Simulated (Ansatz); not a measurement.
# K+ with AlF₃: superposition error and deformation

Aim: split the binding of a pair into the counterpoise interaction, the basis-set superposition error and the cost of deforming the fragments.

Computed with Ansatz 0.2.0, Gaussian basis. Level: PBE0-D4 structures, single points in def2-TZVPPD.

Levels: PBE-D4, revPBE-D4, BLYP-D4, r2SCAN-D4, B97M-V, PBE0-D4, B3LYP-D4, HSE06-D4, wB97X-V, wB97M-V, B2PLYP, Hartree-Fock, MP2, CCSD, CCSD(T).

Correlated methods freeze the cores. The outer core shell of Li, Na, Mg and K is correlated. B3LYP uses VWN-RPA correlation. B2PLYP carries no dispersion term here.

129 further runs of the same task are left out: 129 set aside as unsound or not needed. Runs told in other sessions of the task aren't counted.

## (1) Where the work starts

The relaxed pair: 5 atoms, charge 1, spin multiplicity 1.

Atoms are counted from 1 here; the program's logs count them from 0.

Bond lengths: K1–F5 2.595 Å, F2–Al3 1.617 Å, Al3–F4 1.617 Å, Al3–F5 1.670 Å. Angles: F2–Al3–F4 128.6°, F2–Al3–F5 115.7°, F4–Al3–F5 115.7°, K1–F5–Al3 180.0°.

Geometry (Å):

```xyz
5
AlF3K
K    -0.14690    0.41249   -3.32989
F     0.10327   -1.64247    1.41359
Al    0.03968   -0.11137    0.89883
F     0.03755    1.24769    1.77419
F    -0.03351    0.09366   -0.75672
```

Atoms 1 to 1 are fragment A (K+), the rest fragment B (AlF₃). From earlier runs, pair energy (eV) and counterpoise interaction (meV):

```tsv
method	E(pair)	interaction
PBE-D4	-31060.80629	-540
revPBE-D4	-31071.12755	-505
BLYP-D4	-31078.02407	-542
r2SCAN-D4	-31073.34890	-543
B97M-V	-31069.50762	-549
PBE0-D4	-31062.69818	-552
B3LYP-D4	-31079.31143	-564
HSE06-D4	-31061.98630	-553
wB97X-V	-31072.13341	-545
wB97M-V	-31075.41409	-545
B2PLYP	-31067.17245	-534
Hartree-Fock	-31011.26143	-526
MP2	-31038.00627	-530
CCSD(T)	-31038.94322	-532
```

First each fragment is run alone in its own basis, frozen in the shape it has in the pair (a, b).

## (2) wB97X-V/def2-TZVPPD

a/in.yaml

```yaml
crystal:
  periodic: [false, false, false]
  atoms:
    - {symbol: K, position_ang: [-0.146897, 0.412493, -3.329891]}
basis:
  gaussian: {orbitals: "def2-TZVPPD.json"}
total_charge: 1
hamiltonian: {xc: {name: wB97X-V}}
```

b/in.yaml

```yaml
crystal:
  periodic: [false, false, false]
  atoms:
    - {symbol: F, position_ang: [0.103272, -1.642469, 1.413589]}
    - {symbol: Al, position_ang: [0.039684, -0.111368, 0.898832]}
    - {symbol: F, position_ang: [0.037555, 1.247690, 1.774187]}
    - {symbol: F, position_ang: [-0.033514, 0.093655, -0.756716]}
basis:
  gaussian: {orbitals: "def2-TZVPPD.json"}
hamiltonian: {xc: {name: wB97X-V}}
```

The basis file named in the input lies beside it (Basis Set Exchange, JSON).

The same command starts each run, in its folder.

Launch:

```sh
$ ansatz run in.yaml --threads 4 --pin off --events-out ev --progress --plain --max-ram 9574MiB
```

Log of a:

```text
Functional definition: wB97X-V
  name "wB97X-V"
  cite "Mardirossian & Head-Gordon, Phys. Chem. Chem. Phys. 16, 9904 (2014) doi:10.1039/C3CP54374A"
  cite "Becke, J. Chem. Phys. 107, 8554 (1997) doi:10.1063/1.475007"
  cite "Vydrov & Van Voorhis, J. Chem. Phys. 133, 244103 (2010) doi:10.1063/1.3521275"
  parameter omega = 0.3/bohr
  parameter cx = 0.167
  parameter cx1 = 0.603
  parameter cx2 = 1.194
  parameter css0 = 0.556
  parameter css1 = -0.257
  parameter cos0 = 1.219
  parameter cos1 = -1.850
  parameter b = 6.0
  parameter c = 0.01
  exchange = spin_sum(e_x_unif_sr(omega)*poly(b97_u_x, 1 - cx, cx1, cx2)) + cx*exact_x_sr(omega) + exact_x_lr(omega)
  correlation = spin_sum(e_c_pw_same_spin*poly(b97_u_same, css0, css1))
      + integral(e_c_pw_opposite_spin*poly(b97_u_opposite, cos0, cos1)) + vv10(b, c)
294 factors; their error is unknown
80 factors; integrals over basis functions are off by at most 9.2e-5 eV
mean field evaluation 1: about -16317.7546 eV, gradient 5.6e-1 eV
mean field evaluation 2: about -16317.7547 eV, gradient 5.6e-1 eV
mean field evaluation 4: about -16317.7553 eV, gradient 1.1e-2 eV
mean field evaluation 8: about -16317.8030 eV, gradient 1.8e-4 eV
mean field -16317.80298627 eV, -599.6681991414 hartree, gradient 7.1e-6 eV, S^2 0.000000; 0 other end points of the search recorded, 0 dependent functions left out
reference -16317.80298498 eV, -599.6681990939 hartree; 9, 9 occupied and 27, 27 virtual orbitals, 294 factors
Total energy: -16317.80298498 eV, -599.6681990939 hartree
```

Log of b, cut to the lines that bear on the results:

```text
[... 5 set-up lines as earlier in the session ...]
[...]
      + integral(e_c_pw_opposite_spin*poly(b97_u_opposite, cos0, cos1)) + vv10(b, c)
899 factors; their error is unknown
236 factors; integrals over basis functions are off by at most 2.7e-5 eV
[...]
mean field -14753.77562675 eV, -542.1912538148 hartree, gradient 2.8e-5 eV, S^2 0.000000; 0 other end points of the search recorded, 0 dependent functions left out
reference -14753.77562414 eV, -542.1912537187 hartree; 20, 20 occupied and 148, 148 virtual orbitals, 899 factors
Total energy: -14753.77562414 eV, -542.1912537187 hartree
```

Times: 0.65 s (a), 2.9 s (b) on 4 threads of Arm Neoverse V1, shared host.

## (3) wB97M-V/def2-TZVPPD

The same edit goes into each in.yaml of step 2 (a, b):

```diff
-hamiltonian: {xc: {name: wB97X-V}}
+hamiltonian: {xc: {name: wB97M-V}}
```

Each run has its own folder and the same command.

Launch:

```sh
$ ansatz run in.yaml --threads 4 --pin off --events-out ev --progress --plain --max-ram 9574MiB
```

Output in a, cut to the lines that bear on the results:

```text
Functional definition: wB97M-V
  name "wB97M-V"
  cite "Mardirossian & Head-Gordon, J. Chem. Phys. 144, 214110 (2016) doi:10.1063/1.4952647"
[... 2 set-up lines as earlier in the session ...]
  # Of w^i u^j: cxij and so on, Table III.
[...]
  gx(w, u) = 1 - cx + cx01*u + cx10*w
  gss(w, u) = css00 + css04*u^4 + css10*w + css20*w^2 + css43*w^4*u^3
  gos(w, u) = cos00 + cos10*w + (cos20 + cos21*u)*w^2 + (cos60 + cos61*u)*w^6
[...]
      + integral(e_c_pw_mod_opposite_spin*gos(b97_w_opposite, b97_u_opposite)) + vv10(b, c)
294 factors; their error is unknown
80 factors; integrals over basis functions are off by at most 9.2e-5 eV
[...]
mean field -16319.33110416 eV, -599.7243564378 hartree, gradient 8.1e-6 eV, S^2 0.000000; 0 other end points of the search recorded, 0 dependent functions left out
reference -16319.33114010 eV, -599.7243577587 hartree; 9, 9 occupied and 27, 27 virtual orbitals, 294 factors
Total energy: -16319.33114010 eV, -599.7243577587 hartree
```

Log of b, cut to the lines that bear on the results:

```text
[... 5 set-up lines as earlier in the session ...]
  # Of w^i u^j: cxij and so on, Table III.
[...]
  gx(w, u) = 1 - cx + cx01*u + cx10*w
  gss(w, u) = css00 + css04*u^4 + css10*w + css20*w^2 + css43*w^4*u^3
  gos(w, u) = cos00 + cos10*w + (cos20 + cos21*u)*w^2 + (cos60 + cos61*u)*w^6
[...]
      + integral(e_c_pw_mod_opposite_spin*gos(b97_w_opposite, b97_u_opposite)) + vv10(b, c)
892 factors; their error is unknown
236 factors; integrals over basis functions are off by at most 2.7e-5 eV
[...]
mean field -14755.52973624 eV, -542.2557161497 hartree, gradient 2.4e-5 eV, S^2 0.000000; 0 other end points of the search recorded, 0 dependent functions left out
reference -14755.52980041 eV, -542.2557185079 hartree; 20, 20 occupied and 148, 148 virtual orbitals, 892 factors
Total energy: -14755.52980041 eV, -542.2557185079 hartree
```

Wall times: 0.75 s (a), 3.3 s (b) on 4 threads of Arm Neoverse V1, shared host.

## (4) B2PLYP/def2-TZVPPD

Each input of step 3 (a, b) changes in the same lines:

```diff
-hamiltonian: {xc: {name: wB97M-V}}
+hamiltonian: {xc: {name: B2PLYP}}
```

One command serves all of them, each in its own folder.

Launch:

```sh
$ ansatz run in.yaml --threads 4 --pin off --events-out ev --progress --plain --max-ram 9574MiB
```

Output in a, cut to the lines that bear on the results:

```text
Functional definition: B2PLYP
  name "B2PLYP"
  cite "Grimme, J. Chem. Phys. 124, 034108 (2006) doi:10.1063/1.2148954"
  cite "Becke, Phys. Rev. A 38, 3098 (1988) doi:10.1103/PhysRevA.38.3098"
  cite "Lee, Yang & Parr, Phys. Rev. B 37, 785 (1988) doi:10.1103/PhysRevB.37.785"
[...]
206 factors; integrals over basis functions are off by at most 1.5e-4 eV
[...]
mean field -16314.67160316 eV, -599.5531229344 hartree, gradient 5.3e-6 eV, S^2 0.000000; 0 other end points of the search recorded, 0 dependent functions left out
5 core orbitals not correlated: weight in the atoms' cores, before any rotation towards them, 1.000 or more for the frozen orbitals, at most 0.000 for the correlated occupied ones
reference -16314.67168109 eV, -599.5531257983 hartree; 4, 4 occupied and 27, 27 virtual orbitals, 206 factors
second order -4.82704404 eV of doubles, -0.00000000 eV of singles
Total energy: -16315.97498298 eV, -599.6010212594 hartree
```

Output in b, cut to the lines that bear on the results:

```text
[... 5 set-up lines as earlier in the session ...]
[...]
1050 factors; integrals over basis functions are off by at most 1.0e-3 eV
[...]
mean field -14743.41936762 eV, -541.8106683115 hartree, gradient 3.6e-6 eV, S^2 0.000000; 0 other end points of the search recorded, 0 dependent functions left out
8 core orbitals not correlated: weight in the atoms' cores, before any rotation towards them, 1.000 or more for the frozen orbitals, at most 0.000 for the correlated occupied ones
reference -14743.41952539 eV, -541.8106741095 hartree; 12, 12 occupied and 148, 148 virtual orbitals, 1050 factors
second order -26.75835139 eV of doubles, -0.00000000 eV of singles
Total energy: -14750.64428027 eV, -542.0761789540 hartree
```

They took 0.25 s (a), 2 s (b) on 4 threads of Arm Neoverse V1, shared host.

## (5) B97M-V/def2-TZVPPD

The same edit goes into each in.yaml of step 4 (a, b):

```diff
-hamiltonian: {xc: {name: B2PLYP}}
+hamiltonian: {xc: {name: B97M-V}}
```

Each run has its own folder and the same command.

Launch:

```sh
$ ansatz run in.yaml --threads 4 --pin off --events-out ev --progress --plain --max-ram 9574MiB
```

Output in a, cut to the lines that bear on the results:

```text
Functional definition: B97M-V
  name "B97M-V"
  cite "Mardirossian & Head-Gordon, J. Chem. Phys. 142, 074111 (2015) doi:10.1063/1.4907719"
[... 2 set-up lines as earlier in the session ...]
  # Of w^i u^j: cxij and so on, Table III.
[...]
  gx(w, u) = cx00 + cx01*u + cx02*u^2 + (cx10 + cx11*u)*w
  gss(w, u) = css00 + css02*u^2 + css10*w + (css32*w^3 + css42*w^4)*u^2
  gos(w, u) = cos00 + cos01*u + cos03*u^3 + cos10*w + cos32*w^3*u^2
[...]
      + integral(e_c_pw_mod_opposite_spin*gos(b97_w_opposite, b97_u_opposite)) + vv10(b, c)
286 factors; their error is unknown
[...]
mean field -16315.86215186 eV, -599.5968747921 hartree, gradient 7.4e-6 eV, S^2 0.000000; 0 other end points of the search recorded, 0 dependent functions left out
reference -16315.86217914 eV, -599.5968757948 hartree; 9, 9 occupied and 27, 27 virtual orbitals, 286 factors
Total energy: -16315.86217914 eV, -599.5968757948 hartree
```

Log of b, cut to the lines that bear on the results:

```text
[... 5 set-up lines as earlier in the session ...]
  # Of w^i u^j: cxij and so on, Table III.
[...]
  gx(w, u) = cx00 + cx01*u + cx02*u^2 + (cx10 + cx11*u)*w
  gss(w, u) = css00 + css02*u^2 + css10*w + (css32*w^3 + css42*w^4)*u^2
  gos(w, u) = cos00 + cos01*u + cos03*u^3 + cos10*w + cos32*w^3*u^2
[...]
      + integral(e_c_pw_mod_opposite_spin*gos(b97_w_opposite, b97_u_opposite)) + vv10(b, c)
892 factors; their error is unknown
[...]
mean field -14753.08878660 eV, -542.1660129048 hartree, gradient 1.1e-5 eV, S^2 0.000000; 0 other end points of the search recorded, 0 dependent functions left out
reference -14753.08886321 eV, -542.1660157203 hartree; 20, 20 occupied and 148, 148 virtual orbitals, 892 factors
Total energy: -14753.08886321 eV, -542.1660157203 hartree
```

They took 0.55 s (a), 2.8 s (b) on 4 threads of Arm Neoverse V1, shared host.

## (6) CCSD(T)/def2-TZVPPD

The same edit goes into each in.yaml of step 5 (a, b):

```diff
-hamiltonian: {xc: {name: B97M-V}}
+correlation: {method: ccsd_t}
```

One command serves all of them, each in its own folder.

Launch:

```sh
$ ansatz run in.yaml --threads 4 --pin off --events-out ev --progress --plain --max-ram 9574MiB
```

a printed, cut to the lines that bear on the results:

```text
Functional definition: HF
  name "HF"
  cite "Fock, Z. Phys. 61, 126 (1930) doi:10.1007/BF01340294"
  parent pbe
[...]
206 factors; integrals over basis functions are off by at most 1.5e-4 eV
[...]
mean field -16299.78475555 eV, -599.0060413757 hartree, gradient 2.4e-6 eV, S^2 0.000000; 0 other end points of the search recorded, 0 dependent functions left out
5 core orbitals not correlated: weight in the atoms' cores, before any rotation towards them, 1.000 or more for the frozen orbitals, at most 0.000 for the correlated occupied ones
reference -16299.78475555 eV, -599.0060413757 hartree; 4, 4 occupied and 27, 27 virtual orbitals, 206 factors
second order -4.10192687 eV of doubles, -0.00000000 eV of singles
cycle   1  -4.37575722 eV  change   -2.7e-1 eV  update   1.9e-2
[...]
cycle   6  -4.41655001 eV  change   -2.1e-6 eV  update   3.3e-6
perturbative correction -0.04592391 eV, -0.0016876725 hartree
Total energy: -16304.24722947 eV, -599.1700342674 hartree
```

b printed, cut to the lines that bear on the results:

```text
[... 4 set-up lines as earlier in the session ...]
[...]
1050 factors; integrals over basis functions are off by at most 1.0e-3 eV
[...]
mean field -14710.94471210 eV, -540.6172467334 hartree, gradient 3.3e-6 eV, S^2 0.000000; 0 other end points of the search recorded, 0 dependent functions left out
8 core orbitals not correlated: weight in the atoms' cores, before any rotation towards them, 1.000 or more for the frozen orbitals, at most 0.000 for the correlated occupied ones
reference -14710.94471210 eV, -540.6172467334 hartree; 12, 12 occupied and 148, 148 virtual orbitals, 1050 factors
second order -22.60284646 eV of doubles, -0.00000000 eV of singles
cycle   1  -22.03743035 eV  change    5.7e-1 eV  update   1.0e-1
[...]
cycle   9  -22.53505146 eV  change    1.8e-6 eV  update   8.2e-6
perturbative correction -0.63792284 eV, -0.0234432318 hartree
Total energy: -14734.11768640 eV, -541.4688378315 hartree
```

Wall times: 0.15 s (a), 8 s (b) on 4 threads of Arm Neoverse V1, shared host; peak memory 1 GiB.

## (7) Relaxing AlF₃ alone

relax-b/in.yaml

```yaml
crystal:
  periodic: [false, false, false]
  atoms:
    - {symbol: F, position_ang: [0.103272, -1.642469, 1.413589]}
    - {symbol: Al, position_ang: [0.039684, -0.111368, 0.898832]}
    - {symbol: F, position_ang: [0.037555, 1.247690, 1.774187]}
    - {symbol: F, position_ang: [-0.033514, 0.093655, -0.756716]}
basis:
  gaussian: {orbitals: def2-TZVP}
hamiltonian: {xc: pbe0, dispersion: d4}
relax: {f_tol: 0.005, max_steps: 200}
```

Launch:

```sh
$ ansatz run in.yaml --threads 4 --pin off --events-out ev --progress --plain --max-ram 9574MiB
```

The log of the run, cut to the lines that bear on the results:

```text
Functional definition: PBE0
  name "PBE0"
  cite "Adamo & Barone, J. Chem. Phys. 110, 6158 (1999) doi:10.1063/1.478522"
  cite "Perdew, Burke & Ernzerhof, Phys. Rev. Lett. 77, 3865 (1996) doi:10.1103/PhysRevLett.77.3865"
[... 1 set-up line as earlier in the session ...]
[...]
747 factors; their error is unknown
[...]
mean field -14746.65784340 eV, -541.9296801012 hartree, gradient 2.4e-5 eV, S^2 0.000000; 0 other end points of the search recorded, 0 dependent functions left out
[...]
reference -14746.65787045 eV, -541.9296810953 hartree; 20, 20 occupied and 110, 110 virtual orbitals, 747 factors
relax step   1: F+E_penalty+E_count = -14746.70214374 eV  Δ(F+E_penalty+E_count) = +0.000e0 eV  max|allowed force component| = 1.907e0 eV/Å  Δτ_max = 0.0000 Å  (24 SCF iters, accepted)
[...]
relax step   4: F+E_penalty+E_count = -14746.76695904 eV  Δ(F+E_penalty+E_count) = -2.969e-3 eV  max|allowed force component| = 2.910e-2 eV/Å  Δτ_max = 0.0161 Å  (27 SCF iters, accepted)
[...]
relax step   5: F+E_penalty+E_count = -14746.76699720 eV  Δ(F+E_penalty+E_count) = -3.816e-5 eV  max|allowed force component| = 2.103e-4 eV/Å  Δτ_max = 0.0011 Å  (20 SCF iters, accepted)
747 factors; their error is unknown
mean field -14746.72264902 eV, -541.9320616639 hartree, gradient 1.8e-5 eV, S^2 0.000000; 1 other end points of the search recorded, 0 dependent functions left out
[...]
reference -14746.72267626 eV, -541.9320626650 hartree; 20, 20 occupied and 110, 110 virtual orbitals, 747 factors
Total energy: -14746.76702444 eV, -541.9336924304 hartree
Atom 0 at     0.104276    -1.602599     1.465350 Å, force    -0.000027    -0.000051    -0.000030 eV/Å
Atom 1 at     0.036739    -0.103123     0.832478 Å, force     0.000092    -0.000030     0.000210 eV/Å
Atom 2 at     0.040635     1.196428     1.814652 Å, force    -0.000030     0.000059    -0.000020 eV/Å
Atom 3 at    -0.034653     0.096802    -0.782588 Å, force    -0.000035     0.000023    -0.000160 eV/Å
Dipole moment:    -0.000022    -0.000000     0.000010 e Å
```

It took 4.8 s on 4 threads of Arm Neoverse V1, shared host.

Step by step:

```tsv
step	energy from step 1 (eV)	largest force component (eV/Å)
1	0.0000	1.9065
2	-0.0273	1.3215
3	-0.0618	0.3086
4	-0.0648	0.0291
5	-0.0649	0.0002
```

Close pairs (by a distance rule), those that changed most:

```tsv
bond	before (Å)	after (Å)	change (Å)
Al2–F4	1.670	1.629	-0.041
F1–Al2	1.617	1.629	+0.012
Al2–F3	1.617	1.629	+0.012
```

## (8) PBE-D4/def2-TZVPPD

free-b/in.yaml

```yaml
crystal:
  periodic: [false, false, false]
  atoms:
    - {symbol: F, position_ang: [0.104276, -1.602599, 1.465350]}
    - {symbol: Al, position_ang: [0.036739, -0.103123, 0.832478]}
    - {symbol: F, position_ang: [0.040635, 1.196428, 1.814652]}
    - {symbol: F, position_ang: [-0.034653, 0.096802, -0.782588]}
basis:
  gaussian: {orbitals: "def2-TZVPPD.json"}
hamiltonian: {xc: pbe, dispersion: d4}
```

Launch:

```sh
$ ansatz run in.yaml --threads 4 --pin off --events-out ev --progress --plain --max-ram 9574MiB
```

The log of the run:

```text
Functional definition: PBE
  name "PBE"
[... 2 set-up lines as earlier in the session ...]
  parameter kappa = 0.804
  parameter beta = 0.06672455060314922
  exchange = pbe_x(kappa = kappa, mu = beta*pi^2/3)
  correlation = pbe_c(beta = beta)
892 factors; their error is unknown
mean field evaluation 1: about -14739.4047 eV, gradient 7.1e1 eV
mean field evaluation 2: about -14708.2155 eV, gradient 1.6e2 eV
mean field evaluation 4: about -14746.2691 eV, gradient 1.7e0 eV
mean field evaluation 8: about -14746.2720 eV, gradient 1.4e-2 eV
mean field -14746.27204347 eV, -541.9155022152 hartree, gradient 6.1e-5 eV, S^2 0.000000; 0 other end points of the search recorded, 0 dependent functions left out
reference -14746.27209687 eV, -541.9155041778 hartree; 20, 20 occupied and 148, 148 virtual orbitals, 892 factors
Total energy: -14746.32547446 eV, -541.9174657679 hartree
```

Run time: 0.8 s. Hardware: 4 threads of Arm Neoverse V1, shared host.

## (9) r2SCAN-D4/def2-TZVPPD

Changes to free-b/in.yaml since step 8:

```diff
@@ -9,2 +9,2 @@
   gaussian: {orbitals: "def2-TZVPPD.json"}
-hamiltonian: {xc: pbe, dispersion: d4}
+hamiltonian: {xc: r2scan, dispersion: d4}
```

Launch:

```sh
$ ansatz run in.yaml --threads 4 --pin off --events-out ev --progress --plain --max-ram 9574MiB
```

The log of the run:

```text
Functional definition: r2SCAN
  name "r2SCAN"
  cite "Furness, Kaplan, Ning, Perdew & Sun, J. Phys. Chem. Lett. 11, 8208 (2020) doi:10.1021/acs.jpclett.0c02405"
  cite "Furness, Kaplan, Ning, Perdew & Sun, J. Phys. Chem. Lett. 11, 9248 (2020) doi:10.1021/acs.jpclett.0c03077"
  parent r2scan
  parameter k0 = 0.174
  parameter k1 = 0.065
  parameter a1 = 4.9479
  exchange = r2scan_x(k0 = k0, k1 = k1, a1 = a1)
  correlation = r2scan_c
892 factors; their error is unknown
mean field evaluation 1: about -14747.4878 eV, gradient 6.8e1 eV
mean field evaluation 2: about -14729.4299 eV, gradient 1.3e2 eV
mean field evaluation 4: about -14753.7824 eV, gradient 1.2e0 eV
mean field evaluation 8: about -14753.7823 eV, gradient 4.1e-2 eV
mean field -14753.78234389 eV, -542.1915006650 hartree, gradient 2.6e-5 eV, S^2 0.000000; 0 other end points of the search recorded, 0 dependent functions left out
reference -14753.78236248 eV, -542.1915013484 hartree; 20, 20 occupied and 148, 148 virtual orbitals, 892 factors
Total energy: -14753.79421124 eV, -542.1919367823 hartree
```

It took 1.6 s on 4 threads of Arm Neoverse V1, shared host.

## (10) PBE0-D4/def2-TZVPPD

Changes to free-b/in.yaml since step 9:

```diff
@@ -9,2 +9,3 @@
   gaussian: {orbitals: "def2-TZVPPD.json"}
-hamiltonian: {xc: r2scan, dispersion: d4}
+hamiltonian: {xc: pbe0, dispersion: d4}
+output: {orbitals: {seedname: orbitals}}
```

Launch:

```sh
$ ansatz run in.yaml --threads 4 --pin off --events-out ev --progress --plain --max-ram 9574MiB
```

The log of the run, cut to the lines that bear on the results:

```text
[... 5 set-up lines as earlier in the session ...]
  parameter a = 0.25
[... 2 set-up lines as earlier in the session ...]
  exchange = (1 - a)*pbe_x(kappa = kappa, mu = beta*pi^2/3) + a*exact_x
[... 1 set-up line as earlier in the session ...]
902 factors; their error is unknown
mean field evaluation 1: about -14741.3699 eV, gradient 6.3e1 eV
mean field evaluation 2: about -14732.4680 eV, gradient 1.0e2 eV
mean field evaluation 4: about -14746.7531 eV, gradient 5.0e-1 eV
mean field evaluation 8: about -14746.7995 eV, gradient 6.3e-2 eV
mean field -14746.79952401 eV, -541.9348867676 hartree, gradient 6.4e-5 eV, S^2 0.000000; 0 other end points of the search recorded, 0 dependent functions left out
reference -14746.79956438 eV, -541.9348882512 hartree; 20, 20 occupied and 148, 148 virtual orbitals, 902 factors
Total energy: -14746.84391255 eV, -541.9365180165 hartree
```

Wall time 1.1 s (4 threads of Arm Neoverse V1, shared host).

(Part 1 of 2 ends here.)
